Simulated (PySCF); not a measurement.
**Tc²⁺: excitation energies in x2c-QZVPPall, part 1 of 2**

Aim: the excitation energy of technetium from differences of total energies, at each level of theory, and how far each lands from the tabulated value where there is one.

Method: unrestricted determinants in a Gaussian basis, no spin-orbit coupling in the energies. Code: PySCF 2.14.0.

### Step 1. The atom as given

- Element: technetium (Z = 43)
- Basis: x2c-QZVPPall
- Hamiltonian: the spin-free X2C one-electron Hamiltonian (Gaussian nucleus)
- State 1: Tc²⁺: [Kr] 4d4 5s1, high-spin 6D determinant (an excited configuration)
- State 2: Tc²⁺: [Kr] 4d4 5p1, one real determinant (an excited configuration)
- Needed too, but not shown: Tc²⁺ [Kr] 4d5 (6S)
- Methods: UHF, LDA, PBE, PBE0, r2SCAN, MP2
- Core shells frozen in the correlated runs: valence: [Kr]; valence and next inner shell: [Ar] 3d10 (for Tc²⁺)

Outer shells as boxes (Hund's rule):

Tc2+ [Kr] 4d4 5s1
```
[Kr] core
4d [↑ ][↑ ][↑ ][↑ ][  ]
5s [↑ ]
```

Tc2+ [Kr] 4d4 5p1
```
[Kr] core
4d [↑ ][↑ ][↑ ][↑ ][  ]
5p [↑ ][  ][  ]
```

The runs were made by one driver on top of PySCF. The scripts below sum up each run's settings (the driver also hands on starting orbitals that pick excited configurations, and frozen orbitals as a list rather than a count), and the logs come from the driver's own runs. The driver starts from symmetry-adapted Hartree-Fock orbitals, holds the occupation by maximum overlap and uses a logarithmic radial grid for functionals, so a plain start would take other cycles.

The driver's launch:

```
$ OMP_NUM_THREADS=1 python atomrun2.py TASK.json OUT
```

The integrals over 118 functions and the set-up took 2.5 s of CPU time.

### Step 2. Tc²⁺ [Kr] 4d4 5s1: the ladder of methods

UHF:

Contents of input.py:

```python
from pyscf import gto, scf, dft, mp, cc
import basis_set_exchange as bse
mol = gto.M(atom="Tc 0 0 0", charge=2, spin=5, symmetry="D2h",
            basis=gto.basis.parse(bse.get_basis("x2c-QZVPPall", elements=["Tc"], fmt="nwchem", header=False)),
            nucmod="G")
mf = scf.UHF(mol).sfx2c1e()
mf.irrep_nelec = {'Ag': (8, 6), 'B1g': (2, 1), 'B2g': (2, 1), 'B3g': (2, 1), 'B1u': (3, 3), 'B2u': (3, 3), 'B3u': (3, 3)}
mf.kernel()
```

Log:

```text
damping factor = 0
level_shift factor = 0
DIIS = <class 'pyscf.scf.diis.CDIIS'>
diis_start_cycle = 1
diis_space = 10
diis_damp = 0
SCF conv_tol = 1e-09
SCF conv_tol_grad = None
number electrons alpha = 23  beta = 18
cycle= 1 E= -4282.16400303825  delta_E= -0.00531  |g|= 0.0274  |ddm|= 0.0433
cycle= 2 E= -4282.16421151297  delta_E= -0.000208  |g|= 0.00627  |ddm|= 0.00903
cycle= 3 E= -4282.1642235484  delta_E= -1.2e-05  |g|= 0.000513  |ddm|= 0.00356
cycle= 4 E= -4282.1642236042  delta_E= -5.58e-08  |g|= 0.000167  |ddm|= 0.000476
cycle= 5 E= -4282.16422361065  delta_E= -6.45e-09  |g|= 2.01e-05  |ddm|= 0.00028
cycle= 6 E= -4282.16422361099  delta_E= -3.4e-10  |g|= 3.99e-06  |ddm|= 9.78e-05
converged SCF energy = -4282.16422361099  <S^2> = 8.7530648  2S+1 = 6.0010215
```

It used 2.3 s of CPU time after the integrals (shared host).

The occupied shells:

| shell | electrons | mean orbital energy (eV) | spread (eV) | rms radius (bohr) |
| --- | --- | --- | --- | --- |
| 1s α | 1 | -21180.7 | 0 | 0.0394 |
| 1s β | 1 | -21180.6 | 0 | 0.0394 |
| 2s α | 1 | -3118.3 | 0 | 0.162 |
| 2s β | 1 | -3117.2 | 0 | 0.162 |
| 2p α | 3 | -2787.3 | 0.031 | 0.144 |
| 2p β | 3 | -2786.3 | 0.276 | 0.144 |
| 3s α | 1 | -594.37 | 0 | 0.441 |
| 3s β | 1 | -593.67 | 0 | 0.441 |
| 3p α | 3 | -482.57 | 0.353 | 0.446 |
| 3p β | 3 | -481.86 | 0.552 | 0.446 |
| 3d α | 5 | -301.84 | 1.138 | 0.435 |
| 3d β | 5 | -300.27 | 0.644 | 0.435 |
| 4s α | 1 | -113.69 | 0 | 1.12 |
| 4s β | 1 | -107.00 | 0 | 1.12 |
| 4p α | 3 | -80.518 | 1.093 | 1.25 |
| 4p β | 3 | -72.139 | 1.548 | 1.25 |
| 4d α | 4 | -33.615 | 1.363 | 1.67 |
| 5s α | 1 | -23.290 | 0 | 2.96 |

⟨S²⟩ = 8.753, ⟨L²⟩ = 6.03.

Spin-orbit constants on these orbitals (cm⁻¹; bare nucleus, screened nucleus, mean field): 4d 1332, 1022, n/a. To first order in LS coupling the lowest level has J = 1/2 and lies 0.177 eV below the centre of the term.

LDA:

input.py, as changed from the run before:

```diff
@@ -5,3 +5,3 @@
             nucmod="G")
-mf = scf.UHF(mol).sfx2c1e()
+mf = dft.UKS(mol, xc="LDA,VWN").sfx2c1e()
 mf.irrep_nelec = {'Ag': (8, 6), 'B1g': (2, 1), 'B2g': (2, 1), 'B3g': (2, 1), 'B1u': (3, 3), 'B2u': (3, 3), 'B3u': (3, 3)}
```

Log:

```text
damping factor = 0
level_shift factor = 0
DIIS = <class 'pyscf.scf.diis.CDIIS'>
diis_start_cycle = 1
diis_space = 10
diis_damp = 0
SCF conv_tol = 1e-09
SCF conv_tol_grad = None
number electrons alpha = 23  beta = 18
XC functionals = LDA,VWN
    P. A. M. Dirac.,  Math. Proc. Cambridge Philos. Soc. 26, 376 (1930)
    F. Bloch.,  Z. Phys. 57, 545 (1929)
    S. H. Vosko, L. Wilk, and M. Nusair.,  Can. J. Phys. 58, 1200 (1980)
cycle= 1 E= -4279.3946198633  delta_E= -0.0336  |g|= 0.0861  |ddm|= 0.489
cycle= 2 E= -4279.39488618653  delta_E= -0.000266  |g|= 0.0349  |ddm|= 0.0357
cycle= 3 E= -4279.39493689747  delta_E= -5.07e-05  |g|= 0.00497  |ddm|= 0.00954
cycle= 4 E= -4279.39493979691  delta_E= -2.9e-06  |g|= 0.00128  |ddm|= 0.00491
cycle= 5 E= -4279.39494013027  delta_E= -3.33e-07  |g|= 5.62e-05  |ddm|= 0.00131
cycle= 6 E= -4279.39494013105  delta_E= -7.79e-10  |g|= 1.44e-06  |ddm|= 6.14e-05
converged SCF energy = -4279.39494013105  <S^2> = 8.7502741  2S+1 = 6.0000914
```

CPU time 0.76 s on a shared host, the integrals not counted.

PBE:

input.py, as changed from the run before:

```diff
@@ -5,3 +5,3 @@
             nucmod="G")
-mf = dft.UKS(mol, xc="LDA,VWN").sfx2c1e()
+mf = dft.UKS(mol, xc="PBE").sfx2c1e()
 mf.irrep_nelec = {'Ag': (8, 6), 'B1g': (2, 1), 'B2g': (2, 1), 'B3g': (2, 1), 'B1u': (3, 3), 'B2u': (3, 3), 'B3u': (3, 3)}
```

Log:

```text
damping factor = 0
level_shift factor = 0
DIIS = <class 'pyscf.scf.diis.CDIIS'>
diis_start_cycle = 1
diis_space = 10
diis_damp = 0
SCF conv_tol = 1e-09
SCF conv_tol_grad = None
number electrons alpha = 23  beta = 18
XC functionals = PBE
    J. P. Perdew, K. Burke, and M. Ernzerhof.,  Phys. Rev. Lett. 77, 3865 (1996)
    J. P. Perdew, K. Burke, and M. Ernzerhof.,  Phys. Rev. Lett. 78, 1396 (1997)
    J. P. Perdew, K. Burke, and M. Ernzerhof.,  Phys. Rev. Lett. 77, 3865 (1996)
    J. P. Perdew, K. Burke, and M. Ernzerhof.,  Phys. Rev. Lett. 78, 1396 (1997)
cycle= 1 E= -4283.90691156858  delta_E= -0.022  |g|= 0.0459  |ddm|= 0.432
cycle= 2 E= -4283.90708300227  delta_E= -0.000171  |g|= 0.0154  |ddm|= 0.0209
cycle= 3 E= -4283.90709925329  delta_E= -1.63e-05  |g|= 0.000502  |ddm|= 0.00817
cycle= 4 E= -4283.90709929483  delta_E= -4.15e-08  |g|= 0.000238  |ddm|= 0.00063
cycle= 5 E= -4283.9070993056  delta_E= -1.08e-08  |g|= 6.96e-05  |ddm|= 0.000308
cycle= 6 E= -4283.90709930629  delta_E= -6.92e-10  |g|= 3.36e-06  |ddm|= 5.37e-05
converged SCF energy = -4283.90709930629  <S^2> = 8.7505639  2S+1 = 6.000188
```

CPU time 1.3 s on a shared host, the integrals not counted.

PBE0:

input.py, as changed from the run before:

```diff
@@ -5,3 +5,3 @@
             nucmod="G")
-mf = dft.UKS(mol, xc="PBE").sfx2c1e()
+mf = dft.UKS(mol, xc="PBE0").sfx2c1e()
 mf.irrep_nelec = {'Ag': (8, 6), 'B1g': (2, 1), 'B2g': (2, 1), 'B3g': (2, 1), 'B1u': (3, 3), 'B2u': (3, 3), 'B3u': (3, 3)}
```

Log:

```text
damping factor = 0
level_shift factor = 0
DIIS = <class 'pyscf.scf.diis.CDIIS'>
diis_start_cycle = 1
diis_space = 10
diis_damp = 0
SCF conv_tol = 1e-09
SCF conv_tol_grad = None
number electrons alpha = 23  beta = 18
XC functionals = PBE0
    C. Adamo and V. Barone.,  J. Chem. Phys. 110, 6158 (1999)
    M. Ernzerhof and G. E. Scuseria.,  J. Chem. Phys. 110, 5029 (1999)
cycle= 1 E= -4283.98629207233  delta_E= -0.0133  |g|= 0.0299  |ddm|= 0.334
cycle= 2 E= -4283.98641103517  delta_E= -0.000119  |g|= 0.00679  |ddm|= 0.0249
cycle= 3 E= -4283.98641965174  delta_E= -8.62e-06  |g|= 0.00241  |ddm|= 0.0127
cycle= 4 E= -4283.98642052185  delta_E= -8.7e-07  |g|= 0.000565  |ddm|= 0.00191
cycle= 5 E= -4283.98642055222  delta_E= -3.04e-08  |g|= 3.22e-05  |ddm|= 0.000729
cycle= 6 E= -4283.98642055248  delta_E= -2.57e-10  |g|= 2.39e-06  |ddm|= 9.16e-05
converged SCF energy = -4283.98642055248  <S^2> = 8.7509214  2S+1 = 6.0003071
```

It used 2.2 s of CPU time after the integrals (shared host).

r2SCAN:

input.py, as changed from the run before:

```diff
@@ -5,3 +5,3 @@
             nucmod="G")
-mf = dft.UKS(mol, xc="PBE0").sfx2c1e()
+mf = dft.UKS(mol, xc="R2SCAN").sfx2c1e()
 mf.irrep_nelec = {'Ag': (8, 6), 'B1g': (2, 1), 'B2g': (2, 1), 'B3g': (2, 1), 'B1u': (3, 3), 'B2u': (3, 3), 'B3u': (3, 3)}
```

Log:

```text
damping factor = 0
level_shift factor = 0
DIIS = <class 'pyscf.scf.diis.CDIIS'>
diis_start_cycle = 1
diis_space = 10
diis_damp = 0
SCF conv_tol = 1e-09
SCF conv_tol_grad = None
number electrons alpha = 23  beta = 18
XC functionals = R2SCAN
    J. W. Furness, A. D. Kaplan, J. Ning, J. P. Perdew, and J. Sun.,  J. Phys. Chem. Lett. 11, 8208-8215 (2020)
    J. W. Furness, A. D. Kaplan, J. Ning, J. P. Perdew, and J. Sun.,  J. Phys. Chem. Lett. 11, 9248-9248 (2020)
    J. W. Furness, A. D. Kaplan, J. Ning, J. P. Perdew, and J. Sun.,  J. Phys. Chem. Lett. 11, 8208-8215 (2020)
    J. W. Furness, A. D. Kaplan, J. Ning, J. P. Perdew, and J. Sun.,  J. Phys. Chem. Lett. 11, 9248-9248 (2020)
cycle= 1 E= -4284.31266787986  delta_E= -0.0149  |g|= 0.0377  |ddm|= 0.432
cycle= 2 E= -4284.31282189587  delta_E= -0.000154  |g|= 0.0119  |ddm|= 0.0634
cycle= 3 E= -4284.31283065552  delta_E= -8.76e-06  |g|= 0.00104  |ddm|= 0.0127
cycle= 4 E= -4284.31283086406  delta_E= -2.09e-07  |g|= 0.000339  |ddm|= 0.0052
cycle= 5 E= -4284.31283088487  delta_E= -2.08e-08  |g|= 0.000103  |ddm|= 0.000869
cycle= 6 E= -4284.31283088688  delta_E= -2.02e-09  |g|= 7.48e-06  |ddm|= 0.000303
cycle= 7 E= -4284.31283088691  delta_E= -2.73e-11  |g|= 5.78e-07  |ddm|= 4.09e-05
converged SCF energy = -4284.31283088691  <S^2> = 8.751399  2S+1 = 6.0004663
```

CPU time 3 s on a shared host, the integrals not counted.

MP2 (valence):

input.py, as changed from the run before:

```diff
@@ -5,4 +5,5 @@
             nucmod="G")
-mf = dft.UKS(mol, xc="R2SCAN").sfx2c1e()
+mf = scf.UHF(mol).sfx2c1e()
 mf.irrep_nelec = {'Ag': (8, 6), 'B1g': (2, 1), 'B2g': (2, 1), 'B3g': (2, 1), 'B1u': (3, 3), 'B2u': (3, 3), 'B3u': (3, 3)}
 mf.kernel()
+mp.UMP2(mf, frozen=18).kernel()
```

This step left no log, only its results.

It used 0.24 s of CPU time after the integrals (shared host).

With 5 electrons correlated, the MP2 correlation energy is -0.05522 hartree (-0.05522 same spin, 0.00000 opposite spin); the SCS form gives -0.01841. Largest pairs of shells: 4d-4d -0.0369, 4d-5s -0.0183, 5s-5s 0.0000.

MP2 (valence and next inner shell):

input.py, as changed from the run before:

```diff
@@ -8,2 +8,2 @@
 mf.kernel()
-mp.UMP2(mf, frozen=18).kernel()
+mp.UMP2(mf, frozen=14).kernel()
```

This step left no log, only its results.

It used 0.76 s of CPU time after the integrals (shared host).

With 13 electrons correlated, the MP2 correlation energy is -0.36626 hartree (-0.12647 same spin, -0.23979 opposite spin); the SCS form gives -0.32991. Largest pairs of shells: 4p-4d -0.1366, 4p-4p -0.0927, 4d-4d -0.0369, 4s-4p -0.0357, 4s-4d -0.0196.

Radial density 4πr²ρ of Tc²⁺ at UHF, without picture-change correction:

| r (bohr) | density | spin density |
| --- | --- | --- |
| 0.000531 | 0.430 | 0.000 |
| 0.000892 | 1.04 | 0.000 |
| 0.00150 | 2.46 | 0.000 |
| 0.00252 | 5.64 | 0.001 |
| 0.00425 | 12.3 | 0.002 |
| 0.00714 | 24.4 | 0.004 |
| 0.0120 | 41.3 | 0.006 |
| 0.0202 | 54.1 | 0.005 |
| 0.0340 | 50.5 | -0.003 |
| 0.0572 | 47.9 | 0.001 |
| 0.0962 | 66.7 | 0.097 |
| 0.162 | 51.2 | 0.417 |
| 0.272 | 48.4 | 0.696 |
| 0.458 | 37.5 | 0.027 |
| 0.770 | 12.2 | 1.209 |
| 1.29 | 9.70 | 3.018 |
| 2.18 | 2.05 | 1.561 |
| 3.66 | 0.293 | 0.291 |
| 6.16 | 0.00461 | 0.005 |

(Continued in part 2 of 2.)
